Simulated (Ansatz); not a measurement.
# NaTi2: the cost of one run

Computed with Ansatz 0.2.0 (DFT PBE, scalar-relativistic, plane waves, PAW, unless a step's input says otherwise).

## (1) The structure to begin with

Symmetry: P6/mmm, No. 191, hexagonal system. The conventional cell has a = 3.682 Å, b = 3.682 Å, c = 3.975 Å, α = 90.00°, β = 90.00°, γ = 120.00°. Na (site symmetry 6/mmm) has 12 Ti at 2.91 Å as nearest neighbours. Around Ti (site symmetry -6m2) lie 3 Ti at 2.13 Å.

Coordinates:

```xyz
3
Lattice="3.6819 0.0000 0.0000 -1.8409 3.1886 0.0000 0.0000 0.0000 3.9754" Properties=species:S:1:pos:R:3 pbc="T T T"
Na    0.0000    0.0000    0.0000
Ti    0.0000    2.1257    1.9877
Ti    1.8409    1.0629    1.9877
```

(A quick probe on a coarse mesh, which set the mesh and smearing, is not shown.)

## (3) A loose first relaxation

The input, input.yaml:

```yaml
crystal:
  lattice:
    - [3.6818566997, 0.0, 0.0]
    - [-1.8409283498, 3.188581435, 0.0]
    - [0.0, 0.0, 3.9754266691]
  atoms:
    - { symbol: Na, position: [0.0, 0.0, 0.0] }
    - { symbol: Ti, position: [0.3333333333, 0.6666666667, 0.5] }
    - { symbol: Ti, position: [0.6666666667, 0.3333333333, 0.5] }
basis:
  ecutwfc: 420
kpoints:
  mp_grid: { grid: [6, 6, 4] }
hamiltonian:
  xc: pbe
scf:
  occupations: { method: gaussian, width: 0.1 }
  lower_state_search: "off"
output:
  forces: true
  stress: true
  eigenvalues: true
relax:
  adjacent_minimum: "off"
  f_tol: 0.04
  max_steps: 70
  cell: { stress_tol: 0.4 }
```

Launch:

```bash
ansatz run input.yaml --threads 1 --pin off --max-ram 2560MiB --backend cpu --events-out ev --progress --plain --runs-dir out
```

What time and memory should one allow on 1 thread of Intel Xeon 6975P-C (Granite Rapids), shared host?

About 30 s, with a peak of 0.37 GiB.
